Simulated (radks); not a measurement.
# Au with its nuclear charge varied continuously

Aim: the energy of 79 electrons in [Xe] 4f14 5d10 6s1 as the nuclear charge moves through non-integer values, and a test of dE/dZ = E(electron-nucleus)/Z.

Program: radks (a radial shooting solver on a logarithmic mesh, Libxc functionals) version 1. Level of theory: scalar-relativistic Kohn-Sham, r2SCAN, spin-polarised, spherical densities, finite nucleus; open shells are filled with parallel spins first. These are calculated values, not measurements, unless marked.

## (1) The system

```
element            : gold (Z = 79)
charge             : 0
electrons          : 79
configuration      : [Xe] 4f14 5d10 6s1
nuclear rms radius : 5.4371 fm
```

Outer shells as boxes (Hund's rule):

Au
```
[Xe] core
4f [↑↓][↑↓][↑↓][↑↓][↑↓][↑↓][↑↓]
5d [↑↓][↑↓][↑↓][↑↓][↑↓]
6s [↑ ]
```

## (2) Z = 79

Settings of this run:

```text
Z 79
configuration [Xe] 4f14 5d10 6s1
relativity scalar-relativistic
functional r2scan,r2scan
spin polarised
nucleus finite rms 5.4371 fm
c 137.035999084
```

## (3) Z = 78.75

Settings, as their differences from step 2:

```diff
@@ -1,2 +1,2 @@
-Z 79
+Z 78.75
 configuration [Xe] 4f14 5d10 6s1
```

## (4) Z = 79.25

Settings, as their differences from step 3:

```diff
@@ -1,2 +1,2 @@
-Z 78.75
+Z 79.25
 configuration [Xe] 4f14 5d10 6s1
```

## (5) Z = 79.5

Settings, as their differences from step 4:

```diff
@@ -1,2 +1,2 @@
-Z 79.25
+Z 79.5
 configuration [Xe] 4f14 5d10 6s1
```

## (6) Z = 79.75

Settings, as their differences from step 5:

```diff
@@ -1,2 +1,2 @@
-Z 79.5
+Z 79.75
 configuration [Xe] 4f14 5d10 6s1
```

## (7) Z = 80

Settings, as their differences from step 6:

```diff
@@ -1,2 +1,2 @@
-Z 79.75
+Z 80
 configuration [Xe] 4f14 5d10 6s1
```

**Question.** What will these runs give? Wanted: for each run, Z; E; E(electron-nucleus)/Z; highest level; its energy; <r>.

The runs gave:

```csv
Z,E (hartree),E(electron-nucleus)/Z (hartree),highest level,its energy (eV),<r> (bohr)
78.75,-18859.1731,-595.699,5d down,-4.252,1.636
79,-19009.8029,-598.661,6s up,-6.375,2.813
79.25,-19161.1897,-601.624,6s up,-8.457,2.715
79.5,-19313.3343,-604.590,6s up,-10.661,2.628
79.75,-19466.2375,-607.559,6s up,-12.979,2.551
80,-19619.9004,-610.532,6s up,-15.405,2.481
```

**Reading.** At Z = 79 the central difference of E is -604.033 hartree, against -598.661 from the Hellmann-Feynman theorem; the scalar-relativistic energy here is not variational, so the two differ by a part that grows with Z. The top level goes from -4.252 eV at Z = 78.75 to -15.405 eV at Z = 80. Between Z = 78.75 and 79 the top level changes from 5d down to 6s up, so the curve of the top level has a kink there, while E(Z) stays smooth.
